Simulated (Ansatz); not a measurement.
# NiTe2: a single-point run

The task is a single-point run on NiTe2. The structure is shown as the input types it. The cell is built on a prototype (fluorite) and needn't be the phase found in nature.

Computed with Ansatz 0.2.0 (density functional or hybrid calculation with the settings of its input, plane waves (as first typed), unless a step's input says otherwise).

4 further runs of the same task are left out: 2 for a known fault of the program, 2 that didn't finish.

### 1 The structure to begin with

It takes space group Fm-3m (No. 225, cubic). Conventional cell: a = 6.545 Å, b = 6.545 Å, c = 6.545 Å, α = 90.00°, β = 90.00°, γ = 90.00°. Ni (site symmetry m-3m) is surrounded by 8 Te at 2.83 Å. Te (site symmetry -43m) has 4 Ni at 2.83 Å as nearest neighbours.

The input asks for a charge of -2 e on the cell.

Structure file:

```
Ni Te
1.0
     0.00000    3.27272    3.27272
     3.27272    0.00000    3.27272
     3.27272    3.27272    0.00000
Ni Te
1 2
Direct
  0.00000 0.00000 0.00000
  0.25000 0.25000 0.25000
  0.75000 0.75000 0.75000
```

### 2 The calculation

input.yaml

```yaml
crystal:
  lattice:
    - [0.0, 3.2727162543, 3.2727162543]
    - [3.2727162543, 0.0, 3.2727162543]
    - [3.2727162543, 3.2727162543, 0.0]
  atoms:
    - { symbol: Ni, position: [0.0, 0.0, 0.0] }
    - { symbol: Te, position: [0.25, 0.25, 0.25] }
    - { symbol: Te, position: [0.75, 0.75, 0.75] }
kpoints:
  mp_grid: { grid: [6, 6, 6] }
hamiltonian:
  xc: pbesol
scf:
  occupations: { method: fermi_dirac, width: 0.02 }
  n_extra_bands: 4
  max_iter: 95
output:
  forces: true
  stress: true
  eigenvalues: true
total_charge: -2
```

On the command line:

```console
$ ansatz run input.yaml --threads 4 --pin off --max-ram 3686MiB --backend cpu --events-out ev --progress --plain --runs-dir out
```

Q: Will this input give a usable result? If not, why, and what should change?

This run ends as converged. That alone doesn't make the input a sound one.

Look at the input: total_charge is -2. With this charge the calculation describes a differently charged system.

To check: delete total_charge (the default then holds).
